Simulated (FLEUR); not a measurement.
# TiTe2 (P-3m1) in FLEUR: further runs

Runs on TiTe2. Level: PBEsol. Tasks: band structure.

Program: FLEUR MaX-R8.1 (later development tree). These are calculated values, not measurements. Logs are shortened: lines on timing, memory, paths and dates and some standing lists are left out, and cuts for length are marked.

### 1 The crystal as given

It takes space group P-3m1 (No. 164, trigonal). The conventional cell has a = 3.777 Å, b = 3.777 Å, c = 6.498 Å, α = 90.00°, β = 90.00°, γ = 120.00°. Around Te (site symmetry 3m) lie 3 Ti at 2.77 Å. Ti (site symmetry -3m) has 6 Te at 2.77 Å as nearest neighbours.

### 2 Band structure, PBEsol

The input, inp.xml:

```xml
<?xml version="1.0" encoding="UTF-8" standalone="no"?>
<fleurInput fleurInputVersion="0.39">
   <comment>
      TiTe2                                                                                               
   </comment>
   <calculationSetup>
      <cutoffs Kmax="4.17" Gmax="12.9" GmaxXC="12.9" numbands="0"/>
      <scfLoop itmax="60" minDistance="0.00001" maxIterBroyd="15" imix="Anderson" alpha="0.05" precondParam="0.0" spinf="2.0" sdNocoIR="T"/>
      <coreElectrons ctail="T" frcor="F" kcrel="0" coretail_lmax="0"/>
      <xcFunctional name="PBEs" relativisticCorrections="F"/>
      <magnetism jspins="1"/>
      <soc l_soc="F" theta="0.0" phi="0.0" spav="F"/>
      <expertModes spex="0" secvar="F"/>
      <geometryOptimization l_f="F" forcealpha="1.0" forcemix="BFGS" epsdisp="0.00001" epsforce="0.00001"/>
      <ldaU l_linMix="F" mixParam="0.05" spinf="1.0"/>
   </calculationSetup>
   <cell>
      <bzIntegration valenceElectrons="56.0" mode="hist" fermiSmearingEnergy="0.00183747">
         <kPointListSelection listName="default-1"/>
         <!-- k-points included here -->
         <xi:include xmlns:xi="http://www.w3.org/2001/XInclude" href="kpts.xml"> </xi:include>
      </bzIntegration>
      <!-- symmetry operations included here -->
      <xi:include xmlns:xi="http://www.w3.org/2001/XInclude" href="sym.xml"> </xi:include>
      <bulkLattice scale="1.0">
         <bravaisMatrix>
[... 35 lines left out ...]
         <lo type="SCLO" l="1" n="3" eDeriv="0"/>
         <lo type="SCLO" l="1" n="3" eDeriv="1"/>
         <lo type="SCLO" l="2" n="3" eDeriv="2"/>
         <lo type="SCLO" l="3" n="4" eDeriv="2"/>
      </species>
   </atomSpecies>
   <atomGroups>
      <atomGroup species="Tellurium (Te)">
         <relPos label="                   1">1.000/3.000 -1.000/3.000 -.2628000000</relPos>
         <relPos label="                   2">-1.000/3.000 1.000/3.000 .2628000000</relPos>
         <force calculate="T" relaxXYZ="TTT"/>
      </atomGroup>
      <atomGroup species="Titanium (Ti)">
         <relPos label="                   3">.0000000000 .0000000000 .0000000000</relPos>
         <force calculate="T" relaxXYZ="TTT"/>
      </atomGroup>
   </atomGroups>
   <output dos="F" band="F" slice="F">
      <checks vchk="F" cdinf="F"/>
      <bandDOS minEnergy="-.5*Htr" maxEnergy="0.5*Htr" sigma="0.015" storeEVData="T"/>
      <vacuumDOS vacdos="F" integ="F" star="F" nstars="0" locx1="0.0" locy1="0.0" locx2="0.0" locy2="0.0" nstm="0" tworkf="0.0"/>
      <unfoldingBand unfoldBand="F" supercellX="1" supercellY="1" supercellZ="1"/>
      <plotting iplot="0" polar="F">
         <plot TwoD="T" vec1="  1.0  0.0  0.0" vec2="  0.0  1.0  0.0" vec3="  0.0  0.0  1.0" zero="  0.0  0.0  0.0" file="plot"/>
      </plotting>
      <chargeDensitySlicing numkpt="0" minEigenval="0.0" maxEigenval="0.0" nnne="0" pallst="F"/>
      <specialOutput eonly="F"/>
      <moessbauerParams electricFieldGradient="T" isomerShift="T" coreHyperfine="T" valenceHyperfine="T"/>
      <magneticCircularDichroism mcd="F" energyLo="-10.0" energyUp="0.0"/>
   </output>
  <!-- We include the file relax.xml here to enable relaxations (see documentation) -->
  <xi:include xmlns:xi="http://www.w3.org/2001/XInclude" href="relax.xml"> <xi:fallback/> </xi:include>
</fleurInput>
```

The input, crystal.txt:

```
TiTe2
&input cartesian=F /
3.7770000000  0.0000000000  0.0000000000
-1.8885000000  3.2709779501  0.0000000000
0.0000000000  0.0000000000  6.4980000000
1.8897261246
1.0 1.0 1.0

3
52 0.3333333333  0.6666666667  0.7372000000
52 0.6666666667  0.3333333333  0.2628000000
22 0.0000000000  0.0000000000  0.0000000000

&kpt div1=8 div2=8 div3=4 gamma=T /
```

The input, inp.xml (bands):

```
<?xml version="1.0" encoding="UTF-8" standalone="no"?>
<fleurInput fleurInputVersion="0.39">
   <comment>
      TiTe2                                                                                               
   </comment>
   <calculationSetup>
      <cutoffs Kmax="4.17" Gmax="12.9" GmaxXC="12.9" numbands="0"/>
      <scfLoop itmax="60" minDistance="0.00001" maxIterBroyd="15" imix="Anderson" alpha="0.05" precondParam="0.0" spinf="2.0" sdNocoIR="T"/>
      <coreElectrons ctail="T" frcor="F" kcrel="0" coretail_lmax="0"/>
      <xcFunctional name="PBEs" relativisticCorrections="F"/>
      <magnetism jspins="1"/>
      <soc l_soc="F" theta="0.0" phi="0.0" spav="F"/>
      <expertModes spex="0" secvar="F"/>
      <geometryOptimization l_f="F" forcealpha="1.0" forcemix="BFGS" epsdisp="0.00001" epsforce="0.00001"/>
      <ldaU l_linMix="F" mixParam="0.05" spinf="1.0"/>
   </calculationSetup>
   <cell>
      <bzIntegration valenceElectrons="56.0" mode="hist" fermiSmearingEnergy="0.00183747">
         <kPointListSelection listName="path-1"/>
         <!-- k-points included here -->
         <xi:include xmlns:xi="http://www.w3.org/2001/XInclude" href="kpts.xml"> </xi:include>
      </bzIntegration>
      <!-- symmetry operations included here -->
      <xi:include xmlns:xi="http://www.w3.org/2001/XInclude" href="sym.xml"> </xi:include>
      <bulkLattice scale="1.0">
         <bravaisMatrix>
[... 34 lines left out ...]
         <lo type="SCLO" l="0" n="3" eDeriv="0"/>
         <lo type="SCLO" l="1" n="3" eDeriv="0"/>
         <lo type="SCLO" l="1" n="3" eDeriv="1"/>
         <lo type="SCLO" l="2" n="3" eDeriv="2"/>
         <lo type="SCLO" l="3" n="4" eDeriv="2"/>
      </species>
   </atomSpecies>
   <atomGroups>
      <atomGroup species="Tellurium (Te)">
         <relPos label="                   1">1.000/3.000 -1.000/3.000 -.2628000000</relPos>
         <relPos label="                   2">-1.000/3.000 1.000/3.000 .2628000000</relPos>
         <force calculate="T" relaxXYZ="TTT"/>
      </atomGroup>
      <atomGroup species="Titanium (Ti)">
         <relPos label="                   3">.0000000000 .0000000000 .0000000000</relPos>
         <force calculate="T" relaxXYZ="TTT"/>
      </atomGroup>
   </atomGroups>
   <output dos="F" band="T" slice="F">
      <checks vchk="F" cdinf="F"/>
      <bandDOS minEnergy="-.5*Htr" maxEnergy="0.5*Htr" sigma="0.015" storeEVData="T"/>
      <vacuumDOS vacdos="F" integ="F" star="F" nstars="0" locx1="0.0" locy1="0.0" locx2="0.0" locy2="0.0" nstm="0" tworkf="0.0"/>
      <unfoldingBand unfoldBand="F" supercellX="1" supercellY="1" supercellZ="1"/>
      <plotting iplot="0" polar="F">
         <plot TwoD="T" vec1="  1.0  0.0  0.0" vec2="  0.0  1.0  0.0" vec3="  0.0  0.0  1.0" zero="  0.0  0.0  0.0" file="plot"/>
      </plotting>
      <chargeDensitySlicing numkpt="0" minEigenval="0.0" maxEigenval="0.0" nnne="0" pallst="F"/>
      <specialOutput eonly="F"/>
      <moessbauerParams electricFieldGradient="T" isomerShift="T" coreHyperfine="T" valenceHyperfine="T"/>
      <magneticCircularDichroism mcd="F" energyLo="-10.0" energyUp="0.0"/>
   </output>
  <!-- We include the file relax.xml here to enable relaxations (see documentation) -->
  <xi:include xmlns:xi="http://www.w3.org/2001/XInclude" href="relax.xml"> <xi:fallback/> </xi:include>
</fleurInput>
```

Potentials or basis: all-electron, FLAPW.

Started as:

```sh
inpgen -f crystal.txt -profile fastHighL
# inp.xml edited to the form shown
fleur_MPI
fleur_MPI   # second run, on inp.xml (bands)
```

Output:

```text
Welcome to FLEUR        (www.flapw.de)
      MaX-Release 8.1          (www.max-centre.eu)

 ========== k-point set info ==========
 Selected k-point list: default-1
 k-point list type: mesh
 8 x 8 x 4
 Number of k points: 35

 ------------Calculation Setup---------------------------
 Number of MPI-tasks      :            1
 Number of PE/node        :            1
 Number of OMP-threads    :            1
 Most efficient MPI parallelization for:
           1           5           7          35
 Additional eigenvalue parallelization possible
 Number of basis functions:          804
 Approximate size of matrices (H+S) per k-point:         0.010 GB
 --------------------------------------------------------
 Iteration:     1   Distance:       7.32598226 me/bohr^3
 Iteration:     2   Distance:       6.45196267 me/bohr^3
 Iteration:     3   Distance:       5.69912372 me/bohr^3
 Iteration:     4   Distance:       2.77589994 me/bohr^3
 Iteration:     5   Distance:       4.71285509 me/bohr^3
 Iteration:     6   Distance:       0.59259817 me/bohr^3
 Iteration:     7   Distance:       0.69486879 me/bohr^3
 Iteration:     8   Distance:       0.24388881 me/bohr^3
 Iteration:     9   Distance:       0.08163731 me/bohr^3
 Iteration:    10   Distance:       0.02037341 me/bohr^3
 Iteration:    11   Distance:       0.02094795 me/bohr^3
 Iteration:    12   Distance:       0.00682180 me/bohr^3
 Iteration:    13   Distance:       0.00125377 me/bohr^3
 Iteration:    14   Distance:       0.00039606 me/bohr^3
 Iteration:    15   Distance:       0.00008322 me/bohr^3
 Iteration:    16   Distance:       0.00007598 me/bohr^3
 Iteration:    17   Distance:       0.00004655 me/bohr^3
 Iteration:    18   Distance:       0.00001203 me/bohr^3
 Iteration:    19   Distance:       0.00000585 me/bohr^3

 ********************************************************************
 Run finished successfully
 Stop message:
   all done
 ********************************************************************
```

It took 3 min on 1 thread of Arm Neoverse V2, shared host; peak memory 0.09 GiB.

Results:

* Free energy: -392955.8806 eV
* Band gap along the path: none (metal or under the smearing width)
* Valence electrons inside the program's atomic spheres: Te 19.67; Ti 10.17 (radii Te 2.49, Ti 2.35 bohr)

Levels at the corners of the path, in eV from the Fermi level:
| point | band 24 | band 25 | band 26 | band 27 | band 28 | band 29 | band 30 | band 31 | band 32 | band 33 |
| --- | --- | --- | --- | --- | --- | --- | --- | --- | --- | --- |
| Γ | -1.65 | -1.65 | 0.35 | 0.41 | 0.41 | 0.61 | 1.10 | 1.10 | 3.10 | 3.10 |
| M | -3.68 | -2.70 | -2.39 | -1.72 | -1.11 | 0.03 | 1.17 | 1.49 | 2.43 | 3.39 |
| K | -3.65 | -3.65 | -2.34 | -2.33 | -2.33 | 0.98 | 1.44 | 1.44 | 2.10 | 2.10 |
| Γ | -1.65 | -1.65 | 0.35 | 0.41 | 0.41 | 0.61 | 1.10 | 1.10 | 3.10 | 3.10 |
| A | -2.64 | -1.58 | -1.58 | 0.40 | 0.40 | 0.78 | 0.78 | 1.02 | 3.53 | 3.53 |
| L | -4.54 | -2.38 | -2.00 | -0.95 | -0.58 | -0.27 | 1.16 | 1.47 | 2.64 | 3.53 |
| H | -4.05 | -3.68 | -3.21 | -1.67 | -1.67 | 0.98 | 1.00 | 1.00 | 3.03 | 3.03 |
| A | -2.64 | -1.58 | -1.58 | 0.40 | 0.40 | 0.78 | 0.78 | 1.02 | 3.53 | 3.53 |
| L | -4.54 | -2.38 | -2.00 | -0.95 | -0.58 | -0.27 | 1.16 | 1.47 | 2.64 | 3.53 |
| M | -3.68 | -2.70 | -2.39 | -1.72 | -1.11 | 0.03 | 1.17 | 1.49 | 2.43 | 3.39 |
| K | -3.65 | -3.65 | -2.34 | -2.33 | -2.33 | 0.98 | 1.44 | 1.44 | 2.10 | 2.10 |
| H | -4.05 | -3.68 | -3.21 | -1.67 | -1.67 | 0.98 | 1.00 | 1.00 | 3.03 | 3.03 |

Core levels (eV from the Fermi level):
```
atom                                                                                                                                           levels
1 Te  1s1/2 -31586.5, 2s1/2 -4838.3, 2p1/2 -4533.4, 2p3/2 -4259.1, 3s1/2 -958.6, 3p1/2 -833.2, 3p3/2 -782.1, 4s1/2 -158.9, 3d3/2 -560.7, 3d5/2 -550.1
2 Te  1s1/2 -31586.5, 2s1/2 -4838.3, 2p1/2 -4533.4, 2p3/2 -4259.1, 3s1/2 -958.6, 3p1/2 -833.2, 3p3/2 -782.1, 4s1/2 -158.9, 3d3/2 -560.7, 3d5/2 -550.1
3 Ti                                                                                          1s1/2 -4857.0, 2s1/2 -531.1, 2p1/2 -442.7, 2p3/2 -436.9
```

Caveat: spin-orbit coupling is left out, which moves the levels of the heavy elements.

### 3 Band structure, PBEsol, spin-orbit coupling, no magnetisation

Changes to inp.xml since step 2:

```diff
@@ -6,3 +6,3 @@
    <calculationSetup>
-      <cutoffs Kmax="4.17" Gmax="12.9" GmaxXC="12.9" numbands="0"/>
+      <cutoffs Kmax="4.17" Gmax="12.9" GmaxXC="12.9" numbands="150"/>
       <scfLoop itmax="60" minDistance="0.00001" maxIterBroyd="15" imix="Anderson" alpha="0.05" precondParam="0.0" spinf="2.0" sdNocoIR="T"/>
@@ -11,3 +11,3 @@
       <magnetism jspins="1"/>
-      <soc l_soc="F" theta="0.0" phi="0.0" spav="F"/>
+      <soc l_soc="T" theta="0.0" phi="0.0" spav="F"/>
       <expertModes spex="0" secvar="F"/>
```

crystal.txt: that of step 2 with these lines changed.

```diff
@@ -13,2 +13,3 @@
 
-&kpt div1=8 div2=8 div3=4 gamma=T /
+&soc 0.0 0.0 /
+&kpt div1=6 div2=6 div3=3 gamma=T /
```

Changes to inp.xml (bands) since step 2:

```diff
@@ -6,3 +6,3 @@
    <calculationSetup>
-      <cutoffs Kmax="4.17" Gmax="12.9" GmaxXC="12.9" numbands="0"/>
+      <cutoffs Kmax="4.17" Gmax="12.9" GmaxXC="12.9" numbands="150"/>
       <scfLoop itmax="60" minDistance="0.00001" maxIterBroyd="15" imix="Anderson" alpha="0.05" precondParam="0.0" spinf="2.0" sdNocoIR="T"/>
@@ -11,3 +11,3 @@
       <magnetism jspins="1"/>
-      <soc l_soc="F" theta="0.0" phi="0.0" spav="F"/>
+      <soc l_soc="T" theta="0.0" phi="0.0" spav="F"/>
       <expertModes spex="0" secvar="F"/>
```

Potentials or basis: all-electron, FLAPW.

Started as:

```sh
inpgen -f crystal.txt -profile fastHighL
# inp.xml edited to the form shown
fleur_MPI
fleur_MPI   # second run, on inp.xml (bands)
```

Output:

```text
Welcome to FLEUR        (www.flapw.de)
      MaX-Release 8.1          (www.max-centre.eu)

 ========== k-point set info ==========
 Selected k-point list: default-1
 k-point list type: mesh
 6 x 6 x 3
 Number of k points: 22

 ------------Calculation Setup---------------------------
 Number of MPI-tasks      :            1
 Number of PE/node        :            1
 Number of OMP-threads    :            1
 Most efficient MPI parallelization for:
           1           2          11          22
 Additional eigenvalue parallelization possible
 Number of basis functions:          807
 Approximate size of matrices (H+S) per k-point:         0.010 GB
 --------------------------------------------------------
 Iteration:     1   Distance:       7.32208538 me/bohr^3
 Iteration:     2   Distance:       6.42143092 me/bohr^3
 Iteration:     3   Distance:       5.55368704 me/bohr^3
 Iteration:     4   Distance:       2.71925144 me/bohr^3
 Iteration:     5   Distance:       4.25179444 me/bohr^3
 Iteration:     6   Distance:       0.85335451 me/bohr^3
 Iteration:     7   Distance:       0.83733969 me/bohr^3
 Iteration:     8   Distance:       0.16805471 me/bohr^3
 Iteration:     9   Distance:       0.08782698 me/bohr^3
 Iteration:    10   Distance:       0.01804885 me/bohr^3
 Iteration:    11   Distance:       0.01758683 me/bohr^3
 Iteration:    12   Distance:       0.00430835 me/bohr^3
 Iteration:    13   Distance:       0.00172283 me/bohr^3
 Iteration:    14   Distance:       0.00029106 me/bohr^3
 Iteration:    15   Distance:       0.00006936 me/bohr^3
 Iteration:    16   Distance:       0.00004851 me/bohr^3
 Iteration:    17   Distance:       0.00003801 me/bohr^3
 Iteration:    18   Distance:       0.00001109 me/bohr^3
 Iteration:    19   Distance:       0.00000433 me/bohr^3

 ********************************************************************
 Run finished successfully
 Stop message:
   all done
 ********************************************************************
```

Run time: 6.2 min. Hardware: 1 thread of Arm Neoverse V2, shared host; peak memory 0.18 GiB.

Results:

```
Free energy                                           : -392956.4591 eV
Band gap along the path                               : none (metal or under the smearing width)
Valence electrons inside the program's atomic spheres : Te 19.67; Ti 10.18 (radii Te 2.49, Ti 2.35 bohr)
```

Levels at the corners of the path, in eV from the Fermi level:
```
point  band 54  band 55  band 56  band 57  band 58  band 59
    Γ     0.33     0.42     0.42     0.42     0.42     1.14
    M    -1.70    -1.10    -1.10     0.02     0.02     1.18
    K    -2.32    -2.17    -2.17     0.98     0.98     1.41
    Γ     0.33     0.42     0.42     0.42     0.42     1.14
    A     0.40     0.40     0.40     0.45     0.45     1.02
    L    -1.11    -0.47    -0.47    -0.27    -0.27     1.18
    H    -1.72    -1.63    -1.63     0.98     0.98     0.98
    A     0.40     0.40     0.40     0.45     0.45     1.02
    L    -1.11    -0.47    -0.47    -0.27    -0.27     1.18
    M    -1.70    -1.10    -1.10     0.02     0.02     1.18
    K    -2.32    -2.17    -2.17     0.98     0.98     1.41
    H    -1.72    -1.63    -1.63     0.98     0.98     0.98
```

Core levels (eV from the Fermi level):
| atom | levels |
| --- | --- |
| 1 Te | 1s1/2 -31586.6, 2s1/2 -4838.4, 2p1/2 -4533.5, 2p3/2 -4259.2, 3s1/2 -958.7, 3p1/2 -833.3, 3p3/2 -782.2, 4s1/2 -158.9, 3d3/2 -560.8, 3d5/2 -550.1 |
| 2 Te | 1s1/2 -31586.6, 2s1/2 -4838.4, 2p1/2 -4533.5, 2p3/2 -4259.2, 3s1/2 -958.7, 3p1/2 -833.3, 3p3/2 -782.2, 4s1/2 -158.9, 3d3/2 -560.8, 3d5/2 -550.1 |
| 3 Ti | 1s1/2 -4857.0, 2s1/2 -531.1, 2p1/2 -442.6, 2p3/2 -436.9 |

Caveat: spin-orbit coupling is added in second variation on a limited number of bands.
